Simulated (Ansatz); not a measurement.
RbBr3 under changes of volume

One of the cells (32.836 Å³/atom); the others are scaled copies at fixed shape and fractional positions:

```xyz
4
Lattice="-2.2586 2.2586 6.4370 2.2586 -2.2586 6.4370 2.2586 2.2586 -6.4370" Properties=species:S:1:pos:R:3 pbc="T T T"
Rb    0.0000    0.0000    0.0000
Br    0.0000    0.0000    6.4370
Br    2.2586    0.0000    3.2185
Br    0.0000    2.2586    3.2185
```

The cell comes from a database or a generator and needn't be the stable form of this composition.

| Item | Value |
| --- | --- |
| Program | Ansatz 0.2.0 |
| Functional | PBE |
| Potentials or basis | Ansatz PAW |
| Cutoff | 420 eV (not typed: the program's choice for these potentials) |
| k mesh | 8 × 8 × 8 |
| Occupations | fermi-dirac, width 0.05 eV |
| Spin | no spin polarisation |

| volume (Å³/atom) | energy over the lowest point (meV/atom) | pressure (GPa) |
| --- | --- | --- |
| 30.866 | 18.72 | 2.1 |
| 31.523 | ? | ? |
| 32.179 | 5.98 | 1.1 |
| 32.836 | 2.44 | 0.7 |
| 33.493 | 0.51 | 0.3 |
| 34.149 | 0.00 | 0.0 |
| 34.806 | 0.74 | -0.3 |

What does the run at 31.523 Å³/atom give?

Energy over the lowest point 11.32 meV/atom; pressure 1.6 GPa.

Worked out: A Birch-Murnaghan fit of order 3 (a polynomial in V^(-2/3)) to the other rows has its minimum at 34.08 Å³/atom with B0 = V·E''(V) = 16.1 GPa and B' = 5.4 at fixed shape and positions, which overstates the stiffness. It gives 11.32 meV/atom at 31.523 Å³/atom, against the run's 11.32, and -dE/dV = 1.5 GPa, against 1.6.

Energies are extrapolated to zero smearing.
